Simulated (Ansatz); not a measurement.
# Rb3Ag: what a guessed cell relaxes into

Aim: relax a trial structure of Rb3Ag and see where it ends, then test the end with a random kick.

Computed with Ansatz 0.2.0 (DFT PBE, scalar-relativistic, plane waves, PAW, unless a step's input says otherwise).

1 further run of the same task is left out (for a known fault of the program).

### 1 Starting point

Symmetry: P-6m2, No. 187, hexagonal system. The conventional cell has a = 5.015 Å, b = 5.015 Å, c = 12.913 Å, α = 90.00°, β = 90.00°, γ = 120.00°. Rb (site symmetry 3m) is surrounded by 3 Ag at 3.65 Å. Around Ag (site symmetry -6m2) lie 6 Rb at 3.65 Å.

As a file:

```cif
data_structure
_symmetry_space_group_name_H-M 'P 1'
_symmetry_Int_Tables_number 1
_cell_length_a 5.0150
_cell_length_b 5.0150
_cell_length_c 12.9131
_cell_angle_alpha 90.000
_cell_angle_beta 90.000
_cell_angle_gamma 120.000
_cell_volume 281.25
loop_
_atom_site_label
_atom_site_type_symbol
_atom_site_fract_x
_atom_site_fract_y
_atom_site_fract_z
_atom_site_occupancy
Rb1 Rb 0.66667 0.33333 0.82793 1
Rb2 Rb 0.66667 0.33333 0.17207 1
Rb3 Rb 0.33333 0.66667 0.50000 1
Ag1 Ag 0.00000 0.00000 0.00000 1
```

The start is the relaxed end of an invented cell (made as: close-packed layers stacked ABAC|A (P-6m2, No. 187)), taken up again for a closer look.

### 2 The guess as it stands, on a coarse mesh

File input.yaml:

```yaml
crystal:
  lattice:
    - [5.0149774, 0.0, 0.0]
    - [-2.5074887, 4.3430978, 0.0]
    - [0.0, 0.0, 12.9130901]
  atoms:
    - { symbol: Rb, position: [0.6666667, 0.3333333, 0.827931] }
    - { symbol: Rb, position: [0.6666667, 0.3333333, 0.172069] }
    - { symbol: Rb, position: [0.3333333, 0.6666667, 0.5] }
    - { symbol: Ag, position: [0.0, 0.0, 0.0] }
basis:
  ecutwfc: 420
kpoints:
  mp_grid: { grid: [6, 6, 2] }
hamiltonian:
  xc: pbe
scf:
  occupations: { method: gaussian, width: 0.1 }
  lower_state_search: "off"
output:
  forces: true
  stress: true
  eigenvalues: true
```

On the command line:

```bash
$ ansatz run input.yaml --threads 1 --pin off --max-ram 3072MiB --backend cpu --events-out ev --progress --plain --runs-dir out
```

Further runs follow: final relaxation; reference for the kick test; kicked and relaxed without symmetry.

What does the calculation give? Wanted: conventional cell; volume; energy over the elements; gap on the mesh.

The runs gave:

```
                              quantity                                                                        value
symmetry at the end (tolerance 0.05 Å)                                                  space group P-6m2 (No. 187)
                     conventional cell  a = 5.015 Å, b = 5.015 Å, c = 12.913 Å, α = 90.00°, β = 90.00°, γ = 120.00°
                                volume                                                                70.31 Å³/atom
              energy over the elements                                                                +0.08 eV/atom
                       gap on the mesh                                                                 none (metal)
```

What this shows: The space group P-6m2 (No. 187) is kept, at nearly the size of the first guess. The formation energy is positive, so the separate elements lie lower. The kick test gives no clear verdict at this accuracy.
